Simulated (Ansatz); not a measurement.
# CH5BOS2: a ladder of functionals and wavefunction methods

How much do the methods differ for CH5BOS2? The plan is to run it at one geometry with functionals of several rungs and with coupled cluster, and see how far each lands from CCSD(T) at the basis-set limit for the atomisation energy.

Program: Ansatz 0.2.0, Gaussian basis. Level of theory: functionals in def2-TZVPP, the program's frozen cores in correlated methods. These are calculated values, not measurements.

The runs, in order: PBE-D4, r2SCAN-D4, PBE0-D4, B3LYP-D4, ωB97X-V, ωB97M-V, B2PLYP; CCSD(T)/def2-TZVPP; CCSD(T)/def2-QZVPP; extrapolation to the limit.

## Step 1: The geometry

An earlier PBE0-D4 in a triple-zeta def2 set relaxation fixed the geometry.

SMILES `COB(S)S`, 10 atoms, charge 0, spin multiplicity 1.

Atoms are counted from 1 here; the program's logs count them from 0.

Bond lengths: C1–O2 1.415 Å, C1–H6 1.094 Å, C1–H7 1.089 Å, C1–H8 1.094 Å, O2–B3 1.350 Å, B3–S4 1.823 Å, B3–S5 1.814 Å, S4–H9 1.341 Å, S5–H10 1.343 Å. Angles: O2–C1–H6 110.9°, O2–C1–H7 107.5°, O2–C1–H8 110.9°, H6–C1–H7 109.2°, H6–C1–H8 109.1°, H7–C1–H8 109.2°, C1–O2–B3 122.0°, O2–B3–S4 120.7°, O2–B3–S5 119.4°, S4–B3–S5 119.9°, B3–S4–H9 96.1°, B3–S5–H10 95.2°.

## Step 2: PBE-D4 (GGA)

Contents of in.yaml:

```yaml
crystal:
  periodic: [false, false, false]
  atoms:
    - {symbol: C, position_ang: [0.068624, -1.519245, 0.581984]}
    - {symbol: O, position_ang: [0.201045, -0.124327, 0.780676]}
    - {symbol: B, position_ang: [-0.013371, 0.763475, -0.213348]}
    - {symbol: S, position_ang: [-0.489517, 0.198432, -1.879544]}
    - {symbol: S, position_ang: [0.176282, 2.536437, 0.119965]}
    - {symbol: H, position_ang: [0.769340, -1.872985, -0.179462]}
    - {symbol: H, position_ang: [0.292599, -2.008287, 1.529020]}
    - {symbol: H, position_ang: [-0.950258, -1.774951, 0.277924]}
    - {symbol: H, position_ang: [-0.566483, 1.419791, -2.428861]}
    - {symbol: H, position_ang: [0.511729, 2.381660, 1.411646]}
basis:
  gaussian: {orbitals: def2-TZVPP}
hamiltonian: {xc: pbe, dispersion: d4}
output: {forces: true, orbitals: {seedname: orbitals}}
```

Started as:

```
$ ansatz run in.yaml --threads 2 --pin off --events-out ev --progress --plain --max-ram 22528MiB --backend cpu
```

After this run come: r2SCAN-D4 (meta-GGA); PBE0-D4 (hybrid); B3LYP-D4 (hybrid); ωB97X-V (range-separated); ωB97M-V (range-separated); B2PLYP (double hybrid); CCSD(T) in def2-TZVPP; CCSD(T) in def2-QZVPP.

**Question.** What will the summary of the whole plan be? Wanted: atomisation energy, CCSD(T)/CBS; farthest; mean size of error, hybrid; mean size of error, range-separated; gap, smallest and largest; T1 diagnostic; triples share of the correlation energy.

As calculated:

```
                               quantity                                 value
        atomisation energy, CCSD(T)/CBS                         3714.8 kJ/mol
 functionals within 18.6 kJ/mol (0.5 %)                              B3LYP-D4
                               farthest                 PBE-D4 (+97.8 kJ/mol)
             mean size of error, hybrid                           13.5 kJ/mol
    mean size of error, range-separated                           29.0 kJ/mol
              gap, smallest and largest  5.36 eV (PBE-D4), 11.90 eV (ωB97X-V)
                          T1 diagnostic                                0.0130
triples share of the correlation energy                                 4.2 %
```

In words: PBE-D4 misses by +97.8 kJ/mol. Double hybrids carry the basis error of their MP2 part in triple zeta, and no dispersion term here, so their miss is partly the set-up's. The reference freezes the cores and leaves out relativity and excitations past (T), so misses under about 18.6 kJ/mol can't be ranked. Hartree-Fock recovers 73 % of the binding; the rest is correlation. Orbital gaps span 5.4 to 11.9 eV; exact exchange widens them.
